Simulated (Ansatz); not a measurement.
## the Y-Sn system: a small convex hull

Program: Ansatz 0.2.0 through its Python package.

`run_hull.py`
```python
"""Stability of Y-Sn compounds against each other, after relaxing atoms and volume at fixed cell shape."""

from collections import Counter
import warnings

import ansatz as az
import numpy as np
from scipy.spatial import ConvexHull

PHASES = {
    "YSn3 Fm-3m": (
        [[0.0, 3.820788, 3.820788], [3.820788, 0.0, 3.820788], [3.820788, 3.820788, 0.0]],
        [
            ("Y", [0.0, 0.0, 0.0]),
            ("Sn", [0.5, 0.5, 0.5]),
            ("Sn", [0.25, 0.25, 0.25]),
            ("Sn", [0.75, 0.75, 0.75]),
        ],
    ),
    "YSn3 Pm-3m": (
        [[4.666, 0.0, 0.0], [0.0, 4.666, 0.0], [0.0, 0.0, 4.666]],
        [
            ("Y", [0.0, 0.0, 0.0]),
            ("Sn", [0.0, 0.5, 0.5]),
            ("Sn", [0.5, 0.0, 0.5]),
            ("Sn", [0.5, 0.5, 0.0]),
        ],
    ),
    "Y": (
        [[3.6474, 0.0, 0.0], [-1.8237, 3.15874106, 0.0], [0.0, 0.0, 5.7306]],
        [
            ("Y", [1 / 3, 2 / 3, 0.25]),
            ("Y", [2 / 3, 1 / 3, 0.75]),
        ],
    ),
    "Sn": (
        [[0.0, 3.2333428, 3.2333428], [3.2333428, 0.0, 3.2333428], [3.2333428, 3.2333428, 0.0]],
        [
            ("Sn", [0.0, 0.0, 0.0]),
            ("Sn", [0.25, 0.25, 0.25]),
        ],
    ),
}


def build(vectors, sites):
    crystal = az.Crystal(lattice=az.Lattice.of(vectors))
    for symbol, position in sites:
        crystal = crystal.atom(symbol, position)
    return crystal


def run_phase(name, crystal):
    calc = crystal.calculation()
    calc = calc.functional("pbesol")
    calc = calc.basis(520).kpoints(spacing=0.15)
    calc = calc.occupations("fermi_dirac", width=0.1)
    calc = calc.relax(force_tolerance=0.03, max_steps=40, fix_cell=["shape"])
    return calc.run()


def counts(outcome):
    return Counter(site.symbol for site in outcome.lattice.sites)

def formation_energy(outcome, mu):
    n = counts(outcome)
    return (outcome.report["energy_sigma0_ev"] - sum(k * mu[element] for element, k in n.items())) / sum(n.values())


def main() -> None:
    warnings.simplefilter("ignore", az.DeckWarning)

    phases = {name: build(*cell) for name, cell in PHASES.items()}

    done = {name: run_phase(name, crystal) for name, crystal in phases.items()}

    # chemical potentials of the elements at zero temperature
    references = {"Y": "Y", "Sn": "Sn"}
    mu = {element: done[name].report["energy_sigma0_ev"] / len(done[name].lattice.sites) for element, name in references.items()}
    points = sorted((counts(o)["Sn"] / len(o.lattice.sites), formation_energy(o, mu), name) for name, o in done.items())

    xy = np.array([(x, e) for x, e, _ in points] + [(0.5, 10.0)])
    hull = sorted(tuple(xy[i]) for i in ConvexHull(xy).vertices if xy[i, 1] < 5)
    rows = [(name, x, e, e - np.interp(x, *zip(*hull))) for x, e, name in points]
    print("     phase       x(Sn)  E_form (eV/atom)  above hull (eV/atom)")
    for row in rows:
        print(f"{str(row[0]):>10}  {row[1]:10.3f}  {row[2]:16.4f}  {row[3]:20.4f}")
    print("on the hull of these phases:", ", ".join(row[0] for row in rows if row[3] < 1e-6))


if __name__ == "__main__":
    main()
```

```console
$ python run_hull.py
     phase       x(Sn)  E_form (eV/atom)  above hull (eV/atom)
         Y       0.000            0.0000                0.0000
YSn3 Pm-3m       0.750           -0.5221                0.0000
YSn3 Fm-3m       0.750           -0.2466                0.2755
        Sn       1.000            0.0000                0.0000
on the hull of these phases: Y, YSn3 Pm-3m, Sn
```

What to keep in mind:
- Atoms and volume are relaxed with the cell's shape held, which in cells of lower than cubic symmetry can hide stresses and shift volumes.
- The cells come from databases of deposited and of computed structures, and not all need be stable phases.
- Differences under 10 to 15 meV an atom lie within the error of mesh and functional, so such verdicts may flip; only the cells listed enter the hull.
- Timing: 110 s on 1 thread of Arm Neoverse V2 (shared host), peak memory 0.62 GiB.
